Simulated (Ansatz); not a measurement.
# CH6AlOSi (SMILES [CH3][Al][O][SiH3]) at U-wB97X/def2-SVP

What is the vertical ionisation energy of CH6AlOSi at U-wB97X/def2-SVP? 

The results are computed with Ansatz 0.2.0.

105 further runs of the same task are left out: 105 set aside as unsound or not needed.

### Step 1. Starting point

CH6AlOSi: 10 atoms, total charge 0, spin state doublet. SMILES: `[CH3][Al][O][SiH3]`. Geometry: relaxed at PBE0-D4/def2-TZVP. This is one conformer, not always the lowest.

Bond lengths: C1–Al2 1.967 Å, Al2–O3 1.696 Å, O3–Si4 1.625 Å, C1–H5 1.095 Å, C1–H6 1.095 Å, C1–H7 1.091 Å, Si4–H8 1.489 Å, Si4–H9 1.487 Å, Si4–H10 1.488 Å. Some angles: C1–Al2–O3 116.4°, Al2–O3–Si4 163.5°, Al2–C1–H5 108.9°, Al2–C1–H6 109.0°, Al2–C1–H7 113.2°, O3–Si4–H8 111.1°, O3–Si4–H9 110.0°, O3–Si4–H10 110.0°, H5–C1–H6 107.8°, H5–C1–H7 108.9°.

### Step 2. The energy at U-wB97X/def2-SVP

run.yaml reads:

```yaml
crystal:
  periodic: [false, false, false]
  atoms:
    - {symbol: C, position_ang: [0.243800, 1.981800, -1.341400]}
    - {symbol: Al, position_ang: [1.086500, 0.300600, -0.766100]}
    - {symbol: O, position_ang: [0.194200, -0.660700, 0.309100]}
    - {symbol: Si, position_ang: [-0.287900, -1.859400, 1.294000]}
    - {symbol: H, position_ang: [-0.701000, 1.751800, -1.844500]}
    - {symbol: H, position_ang: [0.014800, 2.586100, -0.457700]}
    - {symbol: H, position_ang: [0.869800, 2.566000, -2.016900]}
    - {symbol: H, position_ang: [0.686800, -2.984600, 1.283800]}
    - {symbol: H, position_ang: [-1.611000, -2.377800, 0.854700]}
    - {symbol: H, position_ang: [-0.413000, -1.355000, 2.687900]}
basis:
  gaussian:
    orbitals: def2-SVP
accuracy: high
magnetization:
  spin_polarized: true
  initial_magnetization: 1
output: {orbitals: {seedname: orbitals}}
hamiltonian:
  xc: {name: wB97X}
```

The run is started by

```bash
ansatz run run.yaml --threads 1 --pin off --max-ram 3480MiB --events-out events.jsonl --progress --plain --runs-dir runs
```

Log:

```text
Warning: RAYON_NUM_THREADS=1 ignored (pool sized by the plan → 1); use --threads N
Functional definition: wB97X
  name "wB97X"
  parameter omega = 0.3/bohr
  parameter cx = 0.157706
  parameter cx1 = 0.726479
  parameter cx2 = 1.04760
  parameter cx3 = -5.70635
  parameter cx4 = 13.2794
  parameter css1 = -4.33879
  parameter css2 = 18.2308
  parameter css3 = -31.7430
  parameter css4 = 17.2901
  parameter cos1 = 2.37031
  parameter cos2 = -11.3995
  parameter cos3 = 6.58405
  parameter cos4 = -3.78132
  exchange = spin_sum(e_x_unif_sr(omega)*poly(b97_u_x, 1 - cx, cx1, cx2, cx3, cx4)) + cx*exact_x_sr(omega)
      + exact_x_lr(omega)
  correlation = spin_sum(e_c_pw_same_spin*poly(b97_u_same, 1, css1, css2, css3, css4))
      + integral(e_c_pw_opposite_spin*poly(b97_u_opposite, 1, cos1, cos2, cos3, cos4))
2093 factors; integrals over basis functions are off by at most 7.8e-9 eV
443 factors; integrals over basis functions are off by at most 1.7e-9 eV
mean field evaluation 1: about -17642.7211 eV, gradient 4.0e1 eV
mean field evaluation 2: about -17640.6174 eV, gradient 4.9e1 eV
mean field evaluation 4: about -17649.4145 eV, gradient 1.8e0 eV
mean field evaluation 8: about -17649.5500 eV, gradient 1.4e-1 eV
mean field evaluation 16: about -17649.5505 eV, gradient 5.2e-4 eV
mean field -17649.55048109 eV, -648.6090168850 hartree, gradient 6.6e-8 eV, S^2 0.753146; 0 other end points of the search recorded, 0 dependent functions left out
reference -17649.55047829 eV, -648.6090167822 hartree; 24, 23 occupied and 70, 71 virtual orbitals, 2093 factors
Total energy: -17649.55047829 eV, -648.6090167822 hartree
```

It took 63 s on 1 thread of Arm Neoverse V2, shared host; peak memory 1 GiB.

### Step 3. The singlet cation at the same level

molecule.yaml reads:

```yaml
crystal:
  periodic: [false, false, false]
  atoms:
    - {symbol: C, position_ang: [0.243800, 1.981800, -1.341400]}
    - {symbol: Al, position_ang: [1.086500, 0.300600, -0.766100]}
    - {symbol: O, position_ang: [0.194200, -0.660700, 0.309100]}
    - {symbol: Si, position_ang: [-0.287900, -1.859400, 1.294000]}
    - {symbol: H, position_ang: [-0.701000, 1.751800, -1.844500]}
    - {symbol: H, position_ang: [0.014800, 2.586100, -0.457700]}
    - {symbol: H, position_ang: [0.869800, 2.566000, -2.016900]}
    - {symbol: H, position_ang: [0.686800, -2.984600, 1.283800]}
    - {symbol: H, position_ang: [-1.611000, -2.377800, 0.854700]}
    - {symbol: H, position_ang: [-0.413000, -1.355000, 2.687900]}
basis:
  gaussian:
    orbitals: def2-SVP
accuracy: high
hamiltonian:
  xc: {name: wB97X}
total_charge: 1
output: {orbitals: {seedname: orbitals}}
magnetization:
  spin_polarized: false
  initial_magnetization: 0
```

The run is started by

```bash
ansatz run molecule.yaml --threads 1 --pin off --max-ram 3480MiB --events-out events.jsonl --progress --plain --runs-dir runs
```

Log, shortened:

```text
Warning: RAYON_NUM_THREADS=1 ignored (pool sized by the plan → 1); use --threads N
Functional definition: wB97X
  name "wB97X"
[...]
      + exact_x_lr(omega)
[...]
      + integral(e_c_pw_opposite_spin*poly(b97_u_opposite, 1, cos1, cos2, cos3, cos4))
2094 factors; integrals over basis functions are off by at most 7.8e-9 eV
443 factors; integrals over basis functions are off by at most 1.7e-9 eV
[...]
mean field -17642.13018801 eV, -648.3363261441 hartree, gradient 4.9e-8 eV, S^2 0.000000; 0 other end points of the search recorded, 0 dependent functions left out
reference -17642.13018450 eV, -648.3363260149 hartree; 23, 23 occupied and 71, 71 virtual orbitals, 2094 factors
Total energy: -17642.13018450 eV, -648.3363260149 hartree
```

It took 31 s on 1 thread of Arm Neoverse V2, shared host; peak memory 0.59 GiB.

### Step 4. Summary of results

At U-wB97X/def2-SVP:

| quantity | value |
| --- | --- |
| doublet CH6AlOSi: total energy | -648.60902 Eh |
| doublet CH6AlOSi: HOMO energy (highest over α and β) | -7.44 eV |
| doublet CH6AlOSi: LUMO energy (lowest over α and β) | -1.11 eV |
| doublet CH6AlOSi: ⟨S²⟩ | 0.753 |
| singlet cation: total energy | -648.33633 Eh |
| singlet cation: HOMO energy | -15.20 eV |
| singlet cation: LUMO energy | -7.33 eV |
| singlet cation: HOMO–LUMO gap | 7.86 eV |
| vertical ionisation energy (to the singlet cation) | 7.420 eV |

**Reading.** Removing an electron at fixed nuclei costs 7.42 eV (171 kcal/mol). Only the singlet of the ionised species was computed; a triplet could lie lower.
